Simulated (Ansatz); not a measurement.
**C₃H₉CdNO: taking an electron away**

Aim: the vertical ionisation energy of C₃H₉CdNO, as cation minus neutral at the neutral's geometry, on several levels, and how well −ε(HOMO) stands in for it.

Program: Ansatz 0.2.0, Gaussian basis. Level of theory: unrestricted cation, the program's frozen cores in correlated methods. These are calculated values, not measurements.

Levels to be run: UKS PBE-D4/def2-TZVPP; UKS r2SCAN-D4/def2-TZVPP; UKS PBE0-D4/def2-TZVPP; UKS B3LYP-D4/def2-TZVPP; UKS wB97X-V/def2-TZVPP; UKS wB97M-V/def2-TZVPP; UKS B2PLYP/def2-TZVPP; UHF-CCSD(T)/def2-TZVPP; UHF-MP2/def2-QZVPP; extrapolation to the limit; then −ε(HOMO) from the neutral's earlier runs with LDA (SPW92), PBE-D4, revPBE-D4, BLYP-D4, r2SCAN-D4, B97M-V, PBE0-D4, B3LYP-D4, r2SCANh-D4, r2SCAN0-D4, HSE06-D4, BHLYP-D4, CAM-B3LYP-D4, LC-ωPBE, ωB97X-V, ωB97M-V.

## Step 1: The geometry

The geometry comes from an earlier relaxation with PBE0-D4 in a triple-zeta def2 set; it is a stationary point, not always the lowest conformer. Cd takes the def2 core potential; no spin-orbit term is included.

SMILES `CC(C)[O][Cd][NH2]`, 15 atoms, charge 0, spin multiplicity 1.

Atoms are counted from 1 here; the program's logs count them from 0.

Bond lengths: C1–C2 1.520 Å, C1–H7 1.092 Å, C1–H8 1.099 Å, C1–H9 1.094 Å, C2–C3 1.520 Å, C2–O4 1.399 Å, C2–H10 1.102 Å, C3–H11 1.092 Å, C3–H12 1.094 Å, C3–H13 1.099 Å, O4–Cd5 1.973 Å, Cd5–N6 2.004 Å, N6–H14 1.014 Å, N6–H15 1.014 Å. Angles: C2–C1–H7 110.3°, C2–C1–H8 110.2°, C2–C1–H9 111.9°, H7–C1–H8 108.3°, H7–C1–H9 108.6°, H8–C1–H9 107.5°, C1–C2–C3 111.3°, C1–C2–O4 111.9°, C1–C2–H10 107.8°, C3–C2–O4 111.9°, C3–C2–H10 107.8°, O4–C2–H10 105.9°, C2–C3–H11 110.3°, C2–C3–H12 111.9°, C2–C3–H13 110.2°, H11–C3–H12 108.6°, H11–C3–H13 108.3°, H12–C3–H13 107.4° and more.

## Step 2: Cation, UKS PBE-D4/def2-TZVPP

The input, in.yaml:

```yaml
crystal:
  periodic: [false, false, false]
  atoms:
    - {symbol: C, position_ang: [0.717711, 0.191542, 1.652163]}
    - {symbol: C, position_ang: [-0.572857, -0.404911, 1.115220]}
    - {symbol: C, position_ang: [-0.320156, -1.731482, 0.418140]}
    - {symbol: O, position_ang: [-1.259717, 0.494061, 0.292084]}
    - {symbol: Cd, position_ang: [-0.442552, 1.127378, -1.388441]}
    - {symbol: N, position_ang: [0.391850, 1.768487, -3.093878]}
    - {symbol: H, position_ang: [0.519448, 1.150140, 2.135479]}
    - {symbol: H, position_ang: [1.428343, 0.359809, 0.831463]}
    - {symbol: H, position_ang: [1.202832, -0.469626, 2.375631]}
    - {symbol: H, position_ang: [-1.237005, -0.596843, 1.972956]}
    - {symbol: H, position_ang: [-1.254682, -2.137135, 0.025828]}
    - {symbol: H, position_ang: [0.123647, -2.468935, 1.092740]}
    - {symbol: H, position_ang: [0.374713, -1.592813, -0.421373]}
    - {symbol: H, position_ang: [0.501563, 2.776232, -3.105702]}
    - {symbol: H, position_ang: [-0.173138, 1.534096, -3.902309]}
basis:
  gaussian: {orbitals: def2-TZVPP}
total_charge: 1
magnetization: {spin_polarized: true, initial_magnetization: 1}
hamiltonian: {xc: pbe, dispersion: d4}
```

Launch:

```console
ansatz run in.yaml --threads 2 --pin off --events-out ev --progress --plain --max-ram 32768MiB --backend cuda --devices 0, --max-vram 18GiB
```

Further steps of the session: Cation, UKS r2SCAN-D4/def2-TZVPP; Cation, UKS PBE0-D4/def2-TZVPP; Cation, UKS B3LYP-D4/def2-TZVPP; Cation, UKS wB97X-V/def2-TZVPP; Cation, UKS wB97M-V/def2-TZVPP; Cation, UKS B2PLYP (frozen core)/def2-TZVPP; Cation, UHF-CCSD(T)/def2-TZVPP; Cation, UHF-MP2/def2-QZVPP.

Q: Predict the results of all the runs planned. Wanted: ionisation energy, CCSD(T)/CBS; nearest functional by difference; nearest −ε(HOMO); −ε(HOMO) of PBE; T1 of the cation.

The runs gave:

```
                        quantity               value
  ionisation energy, CCSD(T)/CBS             9.29 eV
nearest functional by difference   B2PLYP (-0.23 eV)
                nearest −ε(HOMO)  ωB97M-V (+0.13 eV)
                 −ε(HOMO) of PBE             5.57 eV
                T1 of the cation               0.021
```

Energy differences with functionals land within 0.85 eV of the reference. −ε(HOMO) of PBE misses by 3.7 eV, since self-interaction lifts the level. Among orbital estimates ωB97M-V comes nearest. Hartree-Fock falls 1.80 eV short, as the neutral has more correlation energy than the cation. The cation may have settled in a state other than its lowest; no search over hole states beyond the program's own was made. Correlated methods include outer-core shells of Cd, which these sets cover unevenly.
